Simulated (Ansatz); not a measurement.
**C2H10AlNSi: a ladder of functionals and wavefunction methods**

One table from this session's results is given with a row withheld; the runs are named, their logs left out.

Program: Ansatz 0.2.0, Gaussian basis. Level of theory: functionals in def2-TZVPP, the program's frozen cores in correlated methods. These are calculated values, not measurements.

The runs, in order: PBE-D4, r2SCAN-D4, PBE0-D4, B3LYP-D4, ωB97X-V, ωB97M-V, B2PLYP; CCSD(T)/def2-TZVPP; MP2/def2-QZVPP; extrapolation to the limit.

## Structure used throughout

All runs share one geometry, relaxed beforehand with PBE0-D4 in a triple-zeta def2 set.

SMILES `C[SiH2][N](C)[AlH2]`, 15 atoms, charge 0, spin multiplicity 1.

Atoms are counted from 1 here; the program's logs count them from 0.

Bond lengths: C1–Si2 1.869 Å, C1–H6 1.093 Å, C1–H7 1.093 Å, C1–H8 1.093 Å, Si2–N3 1.733 Å, Si2–H9 1.488 Å, Si2–H10 1.494 Å, N3–C4 1.462 Å, N3–Al5 1.783 Å, C4–H11 1.096 Å, C4–H12 1.097 Å, C4–H13 1.094 Å, Al5–H14 1.586 Å, Al5–H15 1.581 Å. Angles: Si2–C1–H6 110.2°, Si2–C1–H7 111.5°, Si2–C1–H8 111.1°, H6–C1–H7 107.6°, H6–C1–H8 108.1°, H7–C1–H8 108.2°, C1–Si2–N3 113.0°, C1–Si2–H9 110.2°, C1–Si2–H10 108.0°, N3–Si2–H9 107.0°, N3–Si2–H10 109.5°, H9–Si2–H10 109.1°, Si2–N3–C4 115.8°, Si2–N3–Al5 123.8°, C4–N3–Al5 120.4°, N3–C4–H11 112.0°, N3–C4–H12 111.6°, N3–C4–H13 111.0° and more.

Set-up of the first run:

File in.yaml:

```yaml
crystal:
  periodic: [false, false, false]
  atoms:
    - {symbol: C, position_ang: [-1.446319, 1.097511, 1.290583]}
    - {symbol: Si, position_ang: [0.286908, 0.975517, 0.602822]}
    - {symbol: N, position_ang: [0.486621, -0.350289, -0.495466]}
    - {symbol: C, position_ang: [0.292823, -1.682424, 0.074766]}
    - {symbol: Al, position_ang: [0.940263, -0.158200, -2.208660]}
    - {symbol: H, position_ang: [-1.521825, 1.947153, 1.974795]}
    - {symbol: H, position_ang: [-1.719154, 0.198652, 1.849047]}
    - {symbol: H, position_ang: [-2.177587, 1.238607, 0.491027]}
    - {symbol: H, position_ang: [0.633351, 2.215191, -0.142751]}
    - {symbol: H, position_ang: [1.229874, 0.817311, 1.751359]}
    - {symbol: H, position_ang: [-0.737882, -1.837020, 0.414361]}
    - {symbol: H, position_ang: [0.951989, -1.852726, 0.934778]}
    - {symbol: H, position_ang: [0.510072, -2.460352, -0.662555]}
    - {symbol: H, position_ang: [1.122418, -1.494760, -3.042232]}
    - {symbol: H, position_ang: [1.126645, 1.294928, -2.802473]}
basis:
  gaussian: {orbitals: def2-TZVPP}
hamiltonian: {xc: pbe, dispersion: d4}
output: {forces: true, orbitals: {seedname: orbitals}}
```

Run with:

```console
$ ansatz run in.yaml --threads 4 --pin off --events-out ev --progress --plain --max-ram 10444MiB
```

Among the steps run: PBE-D4 (GGA); r2SCAN-D4 (meta-GGA); PBE0-D4 (hybrid); B3LYP-D4 (hybrid); ωB97X-V (range-separated); ωB97M-V (range-separated); B2PLYP (double hybrid); CCSD(T) in def2-TZVPP; MP2 in def2-QZVPP.

One table of the session follows, with a row left open; its other results are not shown here.

```
            method  atomisation energy (kJ/mol)
            PBE-D4                       5182.0
         r2SCAN-D4                       5157.3
           PBE0-D4                            ?
          B3LYP-D4                       5172.6
           ωB97X-V                       5188.6
           ωB97M-V                       5179.6
            B2PLYP                       5105.8
     HF/def2-TZVPP                       3855.1
    MP2/def2-TZVPP                       5059.8
   CCSD/def2-TZVPP                       4984.1
CCSD(T)/def2-TZVPP                       5040.7
           MP2/CBS                       5187.0
       CCSD(T)/CBS                       5167.9
```

Q: Estimate the row for PBE0-D4 from the others.

The run gave: atomisation energy (kJ/mol): 5137.7. In the column «atomisation energy (kJ/mol)» it lies between B2PLYP (5105.8) and r2SCAN-D4 (5157.3).

Among the levels timed on like hardware and quicker than the yardstick, those that no quicker one beats, quickest first: PBE-D4 (3.2 s, +14.1 kJ/mol); r2SCAN-D4 (6 s, -10.6 kJ/mol); B3LYP-D4 (7 s, +4.7 kJ/mol).

B2PLYP carry no dispersion term (for B3LYP, D4 adds 53.8 kJ/mol).

To keep in mind: Free atoms (2 C, 1 Si, 1 N, 1 Al, 10 H) were run apart at each level; the atomisation energy is their sum less the molecule, without zero-point or spin-orbit terms.
